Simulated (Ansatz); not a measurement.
# H2OV: the cost of one run

Program: Ansatz 0.2.0, Gaussian basis. Level of theory: the settings change from run to run. These are calculated values, not measurements.

30 further runs of the same task are left out: 11 for a known fault of the program, 15 that didn't finish, 4 set aside as unsound or not needed.

## Step 1: The system

The geometry derives from a PBE0/def2-TZVP stationary point (not a proven minimum). One bond is set to the value named and the two fragments are kept rigid.

4 atoms, charge 0, spin multiplicity 6.

Atoms are counted from 1 here; the program's logs count them from 0.

Bond lengths: O2–H3 0.962 Å, O2–H4 0.962 Å. Angles: H3–O2–H4 108.4°.

## Step 2: CCSD(T) on UHF/def2-SVP

File in.yaml:

```yaml
crystal:
  periodic: [false, false, false]
  atoms:
    - {symbol: V, position_ang: [0.000000, 0.000000, 3.408750]}
    - {symbol: O, position_ang: [0.000000, 0.000000, -0.761250]}
    - {symbol: H, position_ang: [0.000000, 0.780254, -1.323750]}
    - {symbol: H, position_ang: [0.000000, -0.780254, -1.323750]}
basis:
  gaussian: {orbitals: def2-SVP}
magnetization: {spin_polarized: true, initial_magnetization: 5}
correlation: {method: ccsd_t, electrons: valence}
output: {forces: true}
```

On the command line:

```
> ansatz run in.yaml --threads 1 --pin off --events-out ev --progress --plain --max-ram 2393MiB
```

**Question.** How long does this run take on 1 thread of Arm Neoverse V2, shared host, and how much memory does it need?

About 2 min, with a peak of 0.3 GiB.
